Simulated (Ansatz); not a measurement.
# C12H22: a ladder of functionals and wavefunction methods

The task here is to estimate one member of a computed series from the others.

Method: functionals in def2-TZVPP, the program's frozen cores in correlated methods; program: Ansatz 0.2.0, Gaussian basis.

Levels to be run: PBE-D4, r2SCAN-D4, PBE0-D4, B3LYP-D4, ωB97X-V, ωB97M-V, B2PLYP; CCSD(T)/def2-TZVPP; MP2/def2-QZVPP; extrapolation to the limit.

**The geometry**

An earlier PBE0-D4 in a triple-zeta def2 set relaxation fixed the geometry.

SMILES `C1CCC(C2CCCCC2)CC1`, 34 atoms, charge 0, spin multiplicity 1.

Atoms are counted from 1 here; the program's logs count them from 0.

Bond lengths: C1–C2 1.521 Å, C1–C12 1.521 Å, C1–H13 1.094 Å, C1–H14 1.098 Å, C2–C3 1.525 Å, C2–H15 1.095 Å, C2–H16 1.094 Å, C3–C4 1.534 Å, C3–H17 1.097 Å, C3–H18 1.096 Å, C4–C5 1.541 Å, C4–C11 1.535 Å, C4–H19 1.098 Å, C5–C6 1.534 Å, C5–C10 1.545 Å, C5–H20 1.098 Å, C6–C7 1.521 Å, C6–H21 1.093 Å and more. Angles: C2–C1–C12 110.9°, C2–C1–H13 110.4°, C2–C1–H14 109.2°, C12–C1–H13 110.5°, C12–C1–H14 109.0°, H13–C1–H14 106.6°, C1–C2–C3 111.4°, C1–C2–H15 110.2°, C1–C2–H16 109.0°, C3–C2–H15 109.2°, C3–C2–H16 110.6°, H15–C2–H16 106.3°, C2–C3–C4 115.1°, C2–C3–H17 107.6°, C2–C3–H18 110.3°, C4–C3–H17 107.9°, C4–C3–H18 109.5°, H17–C3–H18 106.0° and more.

The first run:

in.yaml

```yaml
crystal:
  periodic: [false, false, false]
  atoms:
    - {symbol: C, position_ang: [-2.224843, -1.020842, -1.842984]}
    - {symbol: C, position_ang: [-2.651073, -0.369957, -0.536036]}
    - {symbol: C, position_ang: [-2.011393, -1.060681, 0.663990]}
    - {symbol: C, position_ang: [-0.486082, -1.203713, 0.594521]}
    - {symbol: C, position_ang: [0.280590, 0.012985, 1.147658]}
    - {symbol: C, position_ang: [-0.008589, 1.374768, 0.504044]}
    - {symbol: C, position_ang: [1.027894, 2.394971, 0.950256]}
    - {symbol: C, position_ang: [2.412869, 2.050923, 0.386847]}
    - {symbol: C, position_ang: [2.561074, 0.547101, 0.144304]}
    - {symbol: C, position_ang: [1.803089, -0.245858, 1.198277]}
    - {symbol: C, position_ang: [-0.058040, -1.721359, -0.786170]}
    - {symbol: C, position_ang: [-0.709987, -1.029012, -1.976805]}
    - {symbol: H, position_ang: [-2.682571, -0.506332, -2.693216]}
    - {symbol: H, position_ang: [-2.592051, -2.055234, -1.868450]}
    - {symbol: H, position_ang: [-3.740308, -0.405367, -0.434088]}
    - {symbol: H, position_ang: [-2.379566, 0.689221, -0.559881]}
    - {symbol: H, position_ang: [-2.441866, -2.067441, 0.734763]}
    - {symbol: H, position_ang: [-2.289172, -0.546923, 1.590993]}
    - {symbol: H, position_ang: [-0.224643, -2.003482, 1.299755]}
    - {symbol: H, position_ang: [-0.061345, 0.102884, 2.187483]}
    - {symbol: H, position_ang: [0.005816, 1.309240, -0.587002]}
    - {symbol: H, position_ang: [-1.012405, 1.707481, 0.778701]}
    - {symbol: H, position_ang: [0.735347, 3.403895, 0.647983]}
    - {symbol: H, position_ang: [1.060052, 2.402770, 2.045841]}
    - {symbol: H, position_ang: [3.187193, 2.393308, 1.080209]}
    - {symbol: H, position_ang: [2.580820, 2.590252, -0.550314]}
    - {symbol: H, position_ang: [2.174316, 0.292859, -0.847906]}
    - {symbol: H, position_ang: [3.618001, 0.266913, 0.137308]}
    - {symbol: H, position_ang: [2.190440, 0.032390, 2.184335]}
    - {symbol: H, position_ang: [2.002410, -1.316306, 1.091998]}
    - {symbol: H, position_ang: [1.030935, -1.695088, -0.880067]}
    - {symbol: H, position_ang: [-0.333729, -2.782432, -0.835341]}
    - {symbol: H, position_ang: [-0.414516, -1.541548, -2.897803]}
    - {symbol: H, position_ang: [-0.348678, -0.000376, -2.073193]}
basis:
  gaussian: {orbitals: def2-TZVPP}
hamiltonian: {xc: pbe, dispersion: d4}
output: {forces: true, orbitals: {seedname: orbitals}}
```

Run with:

```
$ ansatz run in.yaml --threads 11 --pin off --events-out ev --progress --plain --max-ram 174080MiB --backend cuda --devices 0, --max-vram 75GiB
```

Steps of the session up to this table: PBE-D4 (GGA); r2SCAN-D4 (meta-GGA); PBE0-D4 (hybrid); B3LYP-D4 (hybrid); ωB97X-V (range-separated); ωB97M-V (range-separated); B2PLYP (double hybrid); CCSD(T) in def2-TZVPP; MP2 in def2-QZVPP.

One table of the session follows, with a row left open; its other results are not shown here.

| method | atoms, summed (eV) | atomisation energy (eV) |
| --- | --- | --- |
| PBE-D4 | -12640.864 | 150.369 |
| r2SCAN-D4 | -12653.116 | 147.679 |
| PBE0-D4 | -12644.785 | 148.915 |
| B3LYP-D4 | -12663.121 | 147.206 |
| ωB97X-V | -12657.918 | 147.650 |
| ωB97M-V | -12654.032 | 147.756 |
| B2PLYP | ? | ? |
| HF/def2-TZVPP | -12607.187 | 111.185 |
| MP2/def2-TZVPP | -12628.774 | 146.121 |
| CCSD/def2-TZVPP | -12635.439 | 142.376 |
| CCSD(T)/def2-TZVPP | -12636.102 | 144.254 |
| MP2/CBS | -12632.451 | 149.093 |
| CCSD(T)/CBS | -12639.778 | 147.226 |

**Question.** Estimate the row for B2PLYP.

**Answer.** atoms, summed (eV): -12650.407; atomisation energy (eV): 145.646. In the column «atoms, summed (eV)» it lies between r2SCAN-D4 (-12653.116) and PBE0-D4 (-12644.785).

Limits of these values: Free atoms (12 C, 22 H) were run apart at each level; the atomisation energy is their sum less the molecule, without zero-point or spin-orbit terms.
